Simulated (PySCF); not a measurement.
# WNBr: relaxation and vibrations of the singlet

Aim: relax WNBr as a singlet from a PBE minimum start, check by its vibrations whether the end is a minimum, and collect its spectrum and constants.

Computed with PySCF 2.14.0. Level: PBE, basis W def2-SVP with ECP60, N def2-SVP, Br def2-SVP, scalar-relativistic core potentials, no spin–orbit coupling, density fitting.

## (1) Starting geometry

3 atoms, charge 0, spin multiplicity 1.

Bond lengths: W1–N2 1.670 Å, W1–Br3 2.371 Å. Angles: N2–W1–Br3 102.4°.

```xyz
3
charge 0 multiplicity 1
W    -0.4712    0.0000   -0.4642
N    -1.7469    0.0000    0.6129
Br    1.4112    0.0000    0.9774
```

## (2) The SCF at the typed geometry

The steps below are one call of a driver around PySCF. For each, scf.py gives the equivalent set-up of the SCF; relaxations use the driver's own optimiser. After this first run the driver tries any further starts and a stability analysis.

Contents of scf.py:

```python
from pyscf import gto, scf, dft
mol = gto.M(atom='''
W     -0.471228     0.000000    -0.464177
N     -1.746881     0.000000     0.612936
Br     1.411222     0.000000     0.977350''',
    basis={'W': 'def2-SVP', 'N': 'def2-SVP', 'Br': 'def2-SVP'},
    ecp={'W': 'def2-SVP'},
    charge=0, spin=0)
mf = dft.RKS(mol, xc='PBE')
mf.grids.atom_grid = (50, 194)
aux = {'W': 'def2-universal-JKFIT', 'N': 'def2-universal-JKFIT', 'Br': 'def2-universal-JKFIT'}
mf = mf.density_fit(auxbasis=aux)
mf.conv_tol = 1e-08
mf.diis_space = 10
mf.max_cycle = 60
mf.init_guess = 'minao'
mf.verbose = 4
mf.kernel()
```

On the command line:

```console
$ OMP_NUM_THREADS=2 python axn.py task.json out
```

Log:

```text
init E= -2682.12627393849
  HOMO = -0.386308030316907  LUMO = -0.369051296186761  gap/eV = 0.46958
cycle= 1 E= -2694.98438320599  delta_E= -12.9  |g|= 0.922  |ddm|= 7.17
  HOMO = -0.135279195698188  LUMO = -0.1255336417451  gap/eV = 0.26519
cycle= 2 E= -2690.5351495804  delta_E= 4.45  |g|= 3.37  |ddm|= 4.06
  HOMO = -0.114929187263001  LUMO = -0.0818588676423888  gap/eV = 0.89989
cycle= 3 E= -2694.86789210807  delta_E= -4.33  |g|= 0.981  |ddm|= 3.49
  HOMO = -0.214643092233961  LUMO = -0.199828856362107  gap/eV = 0.40312
cycle= 4 E= -2695.08589064264  delta_E= -0.218  |g|= 0.642  |ddm|= 2.77
  HOMO = -0.190422693508074  LUMO = -0.182038931324243  gap/eV = 0.22813
cycle= 5 E= -2695.18303833826  delta_E= -0.0971  |g|= 0.238  |ddm|= 0.822
  HOMO = -0.186356225537397  LUMO = -0.17596363475009  gap/eV = 0.28280
cycle= 6 E= -2695.19579372889  delta_E= -0.0128  |g|= 0.128  |ddm|= 0.547
  HOMO = -0.179681617545646  LUMO = -0.173048355148573  gap/eV = 0.18050
cycle= 7 E= -2695.20023388204  delta_E= -0.00444  |g|= 0.032  |ddm|= 0.144
  HOMO = -0.179430826190163  LUMO = -0.172825550632788  gap/eV = 0.17974
cycle= 8 E= -2695.20048107394  delta_E= -0.000247  |g|= 0.00747  |ddm|= 0.0512
  HOMO = -0.179695905802806  LUMO = -0.173241166384005  gap/eV = 0.17564
cycle= 9 E= -2695.2004961489  delta_E= -1.51e-05  |g|= 0.00215  |ddm|= 0.0145
  HOMO = -0.17973697180804  LUMO = -0.173235079044285  gap/eV = 0.17693
cycle= 10 E= -2695.20049760158  delta_E= -1.45e-06  |g|= 0.000608  |ddm|= 0.00266
  HOMO = -0.179748625228944  LUMO = -0.173253767854275  gap/eV = 0.17673
cycle= 11 E= -2695.20049767286  delta_E= -7.13e-08  |g|= 0.000211  |ddm|= 0.00045
  HOMO = -0.179734987956253  LUMO = -0.173239646298015  gap/eV = 0.17675
cycle= 12 E= -2695.20049768465  delta_E= -1.18e-08  |g|= 2.18e-05  |ddm|= 0.000536
  HOMO = -0.179737001672402  LUMO = -0.173241733454772  gap/eV = 0.17675
cycle= 13 E= -2695.20049768482  delta_E= -1.75e-10  |g|= 8.66e-06  |ddm|= 0.000116
  HOMO = -0.179734930451839  LUMO = -0.17323924374765  gap/eV = 0.17676
Extra cycle  E= -2695.20049768466  delta_E= 1.66e-10  |g|= 2.3e-05  |ddm|= 0.000117
converged SCF energy = -2695.20049768466
```

This step, with its further starts and checks, ran for 2.4 s (2 threads of Intel Xeon 6975P-C (Granite Rapids), shared host).

No lower closed-shell solution turned up in the test of internal stability.

## (3) PBE minimum start, singlet: relaxation

The program finds Cs symmetry in the start, which this walk keeps. The walk stops when the largest gradient is under 0.0003 Eh/bohr and the energy has settled too.

scf.py: that of step 2 with these lines changed.

```diff
@@ -3,3 +3,3 @@
-W     -0.471228     0.000000    -0.464177
-N     -1.746881     0.000000     0.612936
-Br     1.411222     0.000000     0.977350''',
+W     -0.472047     0.000000    -0.465362
+N     -1.747700     0.000000     0.611751
+Br     1.410403     0.000000     0.976165''',
@@ -16 +15,0 @@
-mf.init_guess = 'minao'
```

Steps of the walk:

```tsv
step	energy (Eh)	change (kJ/mol)	largest symmetric gradient (Eh/bohr)
0	-2695.200498	0.00	0.00036
1	-2695.200501	-0.01	0.00014
2	-2695.200503	-0.01	0.00003
```

The walk took 3.8 s.

Positions (Å) and forces (eV/Å) along the way:

```
step 0
W   -0.472   0.000  -0.465  -0.010   0.000  -0.018
N   -1.748   0.000   0.612   0.017   0.000   0.007
Br   1.410   0.000   0.976  -0.007   0.000   0.011
step 1
W   -0.472   0.000  -0.467  -0.001   0.000  -0.005
N   -1.746   0.000   0.613   0.007   0.000   0.003
Br   1.409   0.000   0.977  -0.007   0.000   0.002
step 2
W   -0.472   0.000  -0.468   0.002   0.000   0.001
N   -1.745   0.000   0.613   0.000   0.000  -0.001
Br   1.408   0.000   0.977  -0.002   0.000   0.000
```

After 2 steps and 0.0 kJ/mol it ends at Cs: W–Br 2.371 Å, W–N 1.669 Å; Br–W–N 102.1°.

## (4) Vibrations and properties at this point

On the finer grid the gradient is checked again; gradients at displacements of ±0.02 bohr then give force constants and infrared intensities.

scf.py: that of step 3 with these lines changed.

```diff
@@ -3,3 +3,3 @@
-W     -0.472047     0.000000    -0.465362
-N     -1.747700     0.000000     0.611751
-Br     1.410403     0.000000     0.976165''',
+W     -0.471262     0.000000    -0.464155
+N     -1.746858     0.000000     0.612914
+Br     1.411275     0.000000     0.977372''',
@@ -10 +10 @@
-mf.grids.atom_grid = (50, 194)
+mf.grids.atom_grid = (75, 302)
@@ -13 +13 @@
-mf.conv_tol = 1e-08
+mf.conv_tol = 1e-10
```

The driver hands on the density of the step before, so the log starts near convergence.

SCF at the final geometry:

```text
init E= -2695.20057198538
  HOMO = -0.17974005586533  LUMO = -0.173254954421338  gap/eV = 0.17647
cycle= 1 E= -2695.20057198039  delta_E= 4.99e-09  |g|= 7.33e-05  |ddm|= 0.00084
  HOMO = -0.179747344709855  LUMO = -0.173262948077753  gap/eV = 0.17645
cycle= 2 E= -2695.20057187009  delta_E= 1.1e-07  |g|= 0.000362  |ddm|= 0.00389
  HOMO = -0.179740417014227  LUMO = -0.173255174295972  gap/eV = 0.17647
cycle= 3 E= -2695.20057198466  delta_E= -1.15e-07  |g|= 5.49e-05  |ddm|= 0.00302
  HOMO = -0.179741343453462  LUMO = -0.173256297747155  gap/eV = 0.17647
cycle= 4 E= -2695.20057198561  delta_E= -9.53e-10  |g|= 2.87e-06  |ddm|= 0.000201
  HOMO = -0.179741173727251  LUMO = -0.17325613575627  gap/eV = 0.17647
cycle= 5 E= -2695.20057198562  delta_E= -5.46e-12  |g|= 3.52e-07  |ddm|= 8.84e-06
  HOMO = -0.179741271700626  LUMO = -0.173256263295903  gap/eV = 0.17647
Extra cycle  E= -2695.20057198562  delta_E= -3.64e-12  |g|= 1.13e-06  |ddm|= 4.63e-06
converged SCF energy = -2695.20057198562
```

The whole step took 40 s.

Geometry: Cs; W–Br 2.371 Å, W–N 1.669 Å; Br–W–N 102.4°.

Wavenumbers (cm⁻¹): 229, 285, 1127. These are not to be trusted: the point is only loosely found or the SCF state changes between the displacements.

## (5) The broken-symmetry singlet

A stability analysis found the closed shell of the lowest minimum unstable towards spin polarisation, so the unrestricted solution is followed.

The program finds Cs symmetry in the start, which may break. The walk stops when the largest gradient is under 0.0003 Eh/bohr and the energy has settled too.

scf.py: that of step 4 with these lines changed.

```diff
@@ -3,3 +3,3 @@
-W     -0.471262     0.000000    -0.464155
-N     -1.746858     0.000000     0.612914
-Br     1.411275     0.000000     0.977372''',
+W     -0.472075     0.000000    -0.465360
+N     -1.747671     0.000000     0.611710
+Br     1.410462     0.000000     0.976168''',
@@ -9,2 +9,2 @@
-mf = dft.RKS(mol, xc='PBE')
-mf.grids.atom_grid = (75, 302)
+mf = dft.UKS(mol, xc='PBE')
+mf.grids.atom_grid = (50, 194)
@@ -13 +13 @@
-mf.conv_tol = 1e-10
+mf.conv_tol = 1e-08
```

The optimiser's trace:

```tsv
step	energy (Eh)	change (kJ/mol)	largest gradient (Eh/bohr)
0	-2695.212873	0.00	0.01098
1	-2695.213381	-1.33	0.00428
2	-2695.213503	-1.65	0.00103
3	-2695.213505	-1.66	0.00055
4	-2695.213505	-1.66	0.00010
```

The walk took 7.6 s.

Geometry (Å) and forces (eV/Å) at some steps:

```
step 0
W   -0.472   0.000  -0.465  -0.339   0.000  -0.319
N   -1.748   0.000   0.612  -0.225   0.000   0.006
Br   1.410   0.000   0.976   0.564   0.000   0.312
step 1
W   -0.479   0.000  -0.463  -0.176   0.000  -0.011
N   -1.765   0.000   0.605  -0.044   0.000  -0.078
Br   1.435   0.000   0.980   0.220   0.000   0.089
step 2
W   -0.484   0.000  -0.456   0.045   0.000   0.004
N   -1.781   0.000   0.597  -0.053   0.000   0.013
Br   1.456   0.000   0.981   0.007   0.000  -0.018
step 3
W   -0.483   0.000  -0.453   0.001   0.000   0.029
N   -1.786   0.000   0.595   0.007   0.000  -0.014
Br   1.459   0.000   0.981  -0.008   0.000  -0.015
step 4
W   -0.483   0.000  -0.452   0.004   0.000   0.004
N   -1.787   0.000   0.594   0.000   0.000   0.002
Br   1.460   0.000   0.980  -0.004   0.000  -0.006
```

It settles in Cs symmetry, 1.7 kJ/mol below the start, after 4 steps: W–Br 2.414 Å, W–N 1.672 Å; Br–W–N 104.9°.

## (6) Frequencies

The same treatment as at the point before.

scf.py: that of step 5 with these lines changed.

```diff
@@ -3,3 +3,3 @@
-W     -0.472075     0.000000    -0.465360
-N     -1.747671     0.000000     0.611710
-Br     1.410462     0.000000     0.976168''',
+W     -0.487333    -0.000000    -0.458772
+N     -1.794467    -0.000000     0.583658
+Br     1.457309     0.000000     0.970230''',
@@ -10 +10 @@
-mf.grids.atom_grid = (50, 194)
+mf.grids.atom_grid = (75, 302)
@@ -13 +13 @@
-mf.conv_tol = 1e-08
+mf.conv_tol = 1e-10
```

SCF at the final geometry:

```text
init E= -2695.21365920581
[... the frontier-level lines of each cycle are left out ...]
cycle= 1 E= -2695.21365920569  delta_E= 1.23e-10  |g|= 1.54e-05  |ddm|= 2.4e-05
cycle= 2 E= -2695.21365920261  delta_E= 3.08e-09  |g|= 8.26e-05  |ddm|= 9.47e-05
cycle= 3 E= -2695.21365920571  delta_E= -3.1e-09  |g|= 1.31e-05  |ddm|= 7.23e-05
cycle= 4 E= -2695.21365920582  delta_E= -1.05e-10  |g|= 4.7e-07  |ddm|= 1.56e-05
cycle= 5 E= -2695.21365920582  delta_E= -5.46e-12  |g|= 4.08e-08  |ddm|= 7.59e-07
Extra cycle  E= -2695.21365920582  delta_E= 1.82e-12  |g|= 7.59e-08  |ddm|= 2.33e-07
converged SCF energy = -2695.21365920582  <S^2> = 0.89607802  2S+1 = 2.1411007
```

The whole step ran for 44 s (2 threads of Intel Xeon 6975P-C (Granite Rapids), shared host).

Geometry: Cs; W–Br 2.413 Å, W–N 1.672 Å; Br–W–N 105.1°.

Harmonic modes (main isotopes):

```json
{"ω (cm⁻¹)": "205", "IR (km/mol)": "2.3", "μ (u)": "17.32"}
{"ω (cm⁻¹)": "267", "IR (km/mol)": "22.5", "μ (u)": "71.50"}
{"ω (cm⁻¹)": "1115", "IR (km/mol)": "46.4", "μ (u)": "14.98"}
```

All wavenumbers are real: a minimum.

Here the density breaks the symmetry of the frame, and no labels are given.

Properties at this point:

| Quantity | Value |
| --- | --- |
| Dipole moment | 3.45 D |
| Highest occupied level | -5.34 eV |
| Lowest empty level | -4.10 eV |
| Rotational constants | 0.5169, 0.04936, 0.04505 cm⁻¹ |
| Zero-point energy | 9.5 kJ/mol |
| Principal polarisabilities | 62.7, 64.2, 88.3 bohr³ |
| Atomisation energy without zero-point energy | 1054 kJ/mol |
| Principal traceless quadrupole moments about the centre of mass | -7.52, -0.57, 8.09 D Å |
| Entropy at 298.15 K and 1 bar | 306.6 J/(mol K) |
| Heat capacity Cp at 298.15 K | 49.3 J/(mol K) |
| Enthalpy at 298.15 K above 0 K | 12.64 kJ/mol |
| Rotational symmetry number | 1 |
| Spin squared ⟨S²⟩ | 0.896 |

Populations by atom (charges in e):

```
atom  Mulliken  Löwdin  polar tensor  spin (Mulliken)  Mayer order to W1
  W1      0.32   -0.19          0.85             0.00                  –
  N2     -0.16    0.00         -0.48             0.00               2.96
 Br3     -0.16    0.19         -0.37             0.00               1.31
```

Outer orbital energies (eV). α occupied: -17.29, -9.45, -8.60, -8.06, -7.81, -7.67, -6.91, -5.34; empty: -4.10, -4.01, -2.21, -1.37. β occupied: -17.29, -9.45, -8.60, -8.06, -7.81, -7.67, -6.91, -5.34; empty: -4.10, -4.01, -2.21, -1.37.

Mulliken populations on W1 (outside its core potential): s 2.95, p 6.24, d 4.42, f 0.06.

## (7) Results

| quantity | value |
| --- | --- |
| minimum | broken-symmetry (Ms = 0), Cs |
| geometry | W–Br 2.413 Å, W–N 1.672 Å; Br–W–N 105.1° |
| wavenumbers (cm⁻¹) | 205, 267, 1115 |
| dipole moment | 3.45 D |
| highest occupied, lowest empty level (either spin) | -5.34, -4.10 eV |
| polar-tensor charge of W1 | +0.85 e |
| zero-point energy | 9.5 kJ/mol |
| entropy at 298.15 K | 306.6 J/(mol K) |
| atomisation energy (no zero-point energy) | 1054 kJ/mol |
| ⟨S²⟩ | 0.896 |

In words: The PBE minimum start keeps its Cs symmetry and ends in a minimum. The determinant is spin-contaminated (⟨S²⟩ = 0.90 against 0.00), so it is no pure spin state. The strongest infrared band lies at 1115 cm⁻¹ (stretch). Other starts or spin states, not run here, may lie lower. The SCF density has lower symmetry than the nuclear frame. Spin–orbit coupling, left out here, can matter for elements this heavy.

The search up to here took 1.7 min.
